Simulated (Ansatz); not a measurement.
# CH₂BN₃: one species, many methods

The task here is to estimate one member of a computed series from the others.

The runs use Ansatz 0.2.0, Gaussian basis; functionals in def2-TZVPP, the program's frozen cores in correlated methods.

Levels to be run: LDA (SPW92), PBE-D4, revPBE-D4, BLYP-D4, r2SCAN-D4, B97M-V, PBE0-D4, B3LYP-D4, r2SCANh-D4, r2SCAN0-D4, HSE06-D4, BHLYP-D4, CAM-B3LYP-D4, LC-ωPBE, ωB97X-V, ωB97M-V, B2PLYP, PBE-QIDH; CCSD(T)/def2-SVP; CCSD(T)/def2-TZVPP; MP2/def2-QZVPP; extrapolation to the limit; RPA on PBE.

**The geometry**

An earlier PBE0-D4 in a triple-zeta def2 set relaxation fixed the geometry.

7 atoms, charge 0, spin multiplicity 1.

Atoms are counted from 1 here; the program's logs count them from 0.

Bond lengths: N1–B2 1.374 Å, N1–H6 1.005 Å, N1–H7 1.005 Å, B2–N3 1.449 Å, B2–N5 1.449 Å, N3–C4 1.388 Å, C4–N5 1.388 Å. Angles: B2–N1–H6 122.6°, B2–N1–H7 122.6°, H6–N1–H7 114.8°, N1–B2–N3 143.8°, N1–B2–N5 143.8°, N3–B2–N5 72.3°, B2–N3–C4 88.5°, N3–C4–N5 76.1°, B2–N5–C4 88.5°.

The first run:

Contents of in.yaml:

```yaml
crystal:
  periodic: [false, false, false]
  atoms:
    - {symbol: N, position_ang: [-0.727676, 0.975582, -0.050151]}
    - {symbol: B, position_ang: [0.133310, -0.073400, 0.163495]}
    - {symbol: N, position_ang: [0.211492, -1.447559, 0.617081]}
    - {symbol: C, position_ang: [1.006910, -1.728168, -0.484777]}
    - {symbol: N, position_ang: [1.500514, -0.518515, -0.016468]}
    - {symbol: H, position_ang: [-1.700067, 0.936513, 0.198898]}
    - {symbol: H, position_ang: [-0.424482, 1.855556, -0.428078]}
basis:
  gaussian: {orbitals: def2-TZVPP}
hamiltonian: {xc: lda}
output: {orbitals: {seedname: orbitals}}
```

Command:

```bash
$ ansatz run in.yaml --threads 2 --pin off --events-out ev --progress --plain --max-ram 4352MiB
```

Steps of the session up to this table: LDA; PBE-D4 (GGA); revPBE-D4 (GGA); BLYP-D4 (GGA); r2SCAN-D4 (meta-GGA); B97M-V (meta-GGA); PBE0-D4 (hybrid); B3LYP-D4 (hybrid); r2SCANh-D4 (hybrid); r2SCAN0-D4 (hybrid); HSE06-D4 (hybrid); BHLYP-D4 (hybrid); CAM-B3LYP-D4 (range-separated); LC-ωPBE (range-separated); ωB97X-V (range-separated); ωB97M-V (range-separated); B2PLYP (double hybrid); PBE-QIDH (double hybrid).

One of the session's tables, all rows but one given; the rest of the session is left out.

It belongs to the step «Frontier levels by functional». 

| functional | HOMO (eV) | LUMO (eV) | gap (eV) |
| --- | --- | --- | --- |
| LDA (SPW92) | -6.19 | -3.26 | 2.93 |
| PBE-D4 | -6.09 | -2.94 | 3.15 |
| revPBE-D4 | -6.04 | -2.82 | 3.22 |
| BLYP-D4 | -5.99 | -2.83 | 3.16 |
| r2SCAN-D4 | -6.40 | -2.65 | 3.75 |
| B97M-V | -6.52 | -2.41 | 4.11 |
| PBE0-D4 | -7.50 | -1.66 | 5.84 |
| B3LYP-D4 | -7.28 | -1.99 | 5.29 |
| r2SCANh-D4 | -6.92 | -2.19 | 4.74 |
| r2SCAN0-D4 | ? | ? | ? |
| HSE06-D4 | -7.10 | -2.05 | 5.05 |
| BHLYP-D4 | -8.83 | -0.35 | 8.49 |
| CAM-B3LYP-D4 | -8.95 | -0.51 | 8.44 |
| LC-ωPBE | -10.33 | 0.74 | 11.07 |
| ωB97X-V | -9.96 | 0.72 | 10.68 |
| ωB97M-V | -9.85 | 0.63 | 10.49 |

Q: Estimate the row for r2SCAN0-D4 from the others.

Worked estimate for «HOMO (eV)». Against the share of exact exchange, r2SCAN-D4 (0, -6.40), r2SCANh-D4 (0.1, -6.92) give a slope of -5.20 per unit share; at 0.25 the line stands at -7.70.

**Answer.** HOMO (eV): -7.71; LUMO (eV): -1.49; gap (eV): 6.22. In «HOMO (eV)» the line misses by +0.01.
